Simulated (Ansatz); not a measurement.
**C6H15F3GaP: a ladder of functionals and wavefunction methods**

Aim: compute C6H15F3GaP with functionals from several rungs and with coupled cluster. The yardstick is the atomisation energy at the CCSD(T) limit.

The runs use Ansatz 0.2.0, Gaussian basis; functionals in def2-TZVPP, the program's frozen cores in correlated methods.

Plan: LDA (SPW92), PBE-D4, revPBE-D4, BLYP-D4, r2SCAN-D4, B97M-V, PBE0-D4, B3LYP-D4, r2SCANh-D4, r2SCAN0-D4, HSE06-D4, BHLYP-D4, CAM-B3LYP-D4, LC-ωPBE, ωB97X-V, ωB97M-V, B2PLYP, PBE-QIDH; CCSD(T)/def2-SVP; CCSD(T)/def2-TZVPP; MP2/def2-QZVPP; extrapolation to the limit; RPA on PBE.

## (1) The relaxed structure

All runs share one geometry, relaxed beforehand with PBE0-D4 in a triple-zeta def2 set.

SMILES `CC[P+](CC)(CC)[Ga-]([F])([F])[F]`, 26 atoms, charge 0, spin multiplicity 1.

Atoms are counted from 1 here; the program's logs count them from 0.

Bond lengths: C1–C2 1.523 Å, C1–H12 1.092 Å, C1–H13 1.091 Å, C1–H14 1.092 Å, C2–P3 1.819 Å, C2–H15 1.093 Å, C2–H16 1.095 Å, P3–C4 1.819 Å, P3–C6 1.819 Å, P3–Ga8 2.401 Å, C4–C5 1.523 Å, C4–H17 1.093 Å, C4–H18 1.095 Å, C5–H19 1.092 Å, C5–H20 1.092 Å, C5–H21 1.091 Å, C6–C7 1.523 Å, C6–H22 1.095 Å and more. Angles: C2–C1–H12 111.9°, C2–C1–H13 109.9°, C2–C1–H14 110.7°, H12–C1–H13 107.4°, H12–C1–H14 108.6°, H13–C1–H14 108.1°, C1–C2–P3 113.1°, C1–C2–H15 110.0°, C1–C2–H16 111.8°, P3–C2–H15 106.3°, P3–C2–H16 108.0°, H15–C2–H16 107.3°, C2–P3–C4 106.8°, C2–P3–C6 106.8°, C2–P3–Ga8 112.0°, C4–P3–C6 106.8°, C4–P3–Ga8 112.0°, C6–P3–Ga8 112.0° and more.

## (2) LDA

This LDA is Slater exchange with PW92 correlation.

File in.yaml:

```yaml
crystal:
  periodic: [false, false, false]
  atoms:
    - {symbol: C, position_ang: [1.350165, 2.348075, 0.701525]}
    - {symbol: C, position_ang: [0.593366, 1.169085, 1.298060]}
    - {symbol: P, position_ang: [-0.047123, 0.021063, 0.040250]}
    - {symbol: C, position_ang: [-1.363325, 0.902696, -0.854459]}
    - {symbol: C, position_ang: [-1.963255, 0.087131, -1.991792]}
    - {symbol: C, position_ang: [-0.844920, -1.347738, 0.934657]}
    - {symbol: C, position_ang: [0.143764, -2.224549, 1.691150]}
    - {symbol: Ga, position_ang: [1.681212, -0.753980, -1.435087]}
    - {symbol: F, position_ang: [1.240348, -0.092211, -3.018533]}
    - {symbol: F, position_ang: [1.584265, -2.520697, -1.340540]}
    - {symbol: F, position_ang: [3.174086, -0.077548, -0.761813]}
    - {symbol: H, position_ang: [0.713178, 2.958605, 0.058558]}
    - {symbol: H, position_ang: [1.723111, 2.992632, 1.499458]}
    - {symbol: H, position_ang: [2.205434, 2.002607, 0.117951]}
    - {symbol: H, position_ang: [1.258559, 0.582786, 1.937651]}
    - {symbol: H, position_ang: [-0.249164, 1.496473, 1.916704]}
    - {symbol: H, position_ang: [-0.907648, 1.815101, -1.248396]}
    - {symbol: H, position_ang: [-2.122670, 1.205689, -0.125518]}
    - {symbol: H, position_ang: [-1.197851, -0.175467, -2.724311]}
    - {symbol: H, position_ang: [-2.431527, -0.831261, -1.632401]}
    - {symbol: H, position_ang: [-2.733324, 0.669365, -2.500941]}
    - {symbol: H, position_ang: [-1.602631, -0.920186, 1.600114]}
    - {symbol: H, position_ang: [-1.370346, -1.940753, 0.181284]}
    - {symbol: H, position_ang: [-0.386995, -3.034926, 2.193965]}
    - {symbol: H, position_ang: [0.868813, -2.668438, 1.006566]}
    - {symbol: H, position_ang: [0.684466, -1.663545, 2.455879]}
basis:
  gaussian: {orbitals: def2-TZVPP}
hamiltonian: {xc: lda}
output: {orbitals: {seedname: orbitals}}
```

On the command line:

```sh
> ansatz run in.yaml --threads 11 --pin off --events-out ev --progress --plain --max-ram 174080MiB --backend cuda --devices 0, --max-vram 75GiB
```

Further steps of the session: PBE-D4 (GGA); revPBE-D4 (GGA); BLYP-D4 (GGA); r2SCAN-D4 (meta-GGA); B97M-V (meta-GGA); B3LYP-D4 (hybrid); r2SCANh-D4 (hybrid); r2SCAN0-D4 (hybrid); HSE06-D4 (hybrid); BHLYP-D4 (hybrid); CAM-B3LYP-D4 (range-separated); LC-ωPBE (range-separated); ωB97X-V (range-separated); ωB97M-V (range-separated); B2PLYP (double hybrid); PBE-QIDH (double hybrid); CCSD(T) in def2-SVP; CCSD(T) in def2-TZVPP; MP2 in def2-QZVPP; RPA on PBE orbitals.

Before running them: what should the planned runs give, taken together? Wanted: atomisation energy, CCSD(T)/CBS; farthest beyond LDA; mean size of error, GGA; mean size of error, meta-GGA; mean size of error, hybrid; mean size of error, range-separated; mean size of error, double hybrid; gap, smallest and largest; T1 diagnostic.

The runs gave:

| quantity | value |
| --- | --- |
| atomisation energy, CCSD(T)/CBS | 10049.4 kJ/mol |
| functionals within 100.5 kJ/mol (1.0 %) | revPBE-D4, BLYP-D4, r2SCAN-D4, B97M-V, PBE0-D4, B3LYP-D4, r2SCANh-D4, HSE06-D4, CAM-B3LYP-D4, LC-ωPBE, ωB97X-V, ωB97M-V, PBE-QIDH |
| farthest beyond LDA | BHLYP-D4 (-263.7 kJ/mol) |
| mean size of error, GGA | 95.8 kJ/mol |
| mean size of error, meta-GGA | 10.6 kJ/mol |
| mean size of error, hybrid | 77.3 kJ/mol |
| mean size of error, range-separated | 22.1 kJ/mol |
| mean size of error, double hybrid | 83.1 kJ/mol |
| gap, smallest and largest | 6.05 eV (LDA (SPW92)), 13.23 eV (LC-ωPBE) |
| T1 diagnostic | 0.0121 |
| triples share of the correlation energy | 3.6 % |

LDA overbinds by 1378.2 kJ/mol (14 %). PBE-D4 misses by +157.8 kJ/mol. Double hybrids carry the basis error of their MP2 part in triple zeta, and no dispersion term here, so their miss is partly the set-up's. The rungs meta-GGA, range-separated, hybrid, double hybrid, GGA miss on average by less than the doubt on the reference (100.5 kJ/mol), so they tie. Misses under about 100.5 kJ/mol are within the doubt on the reference itself, which lacks core-valence correlation, relativity and higher excitations, and its outer-core shells are covered unevenly. Hartree-Fock recovers 75 % of the binding; the rest is correlation. CCSD(T) in def2-SVP is off by -462.9 kJ/mol, so the small basis spoils what the method gains. The gap grows from 6.0 to 13.2 eV across the functionals, mostly with the share of exact exchange. Correlated methods include outer-core shells of Ga, which these sets cover unevenly.
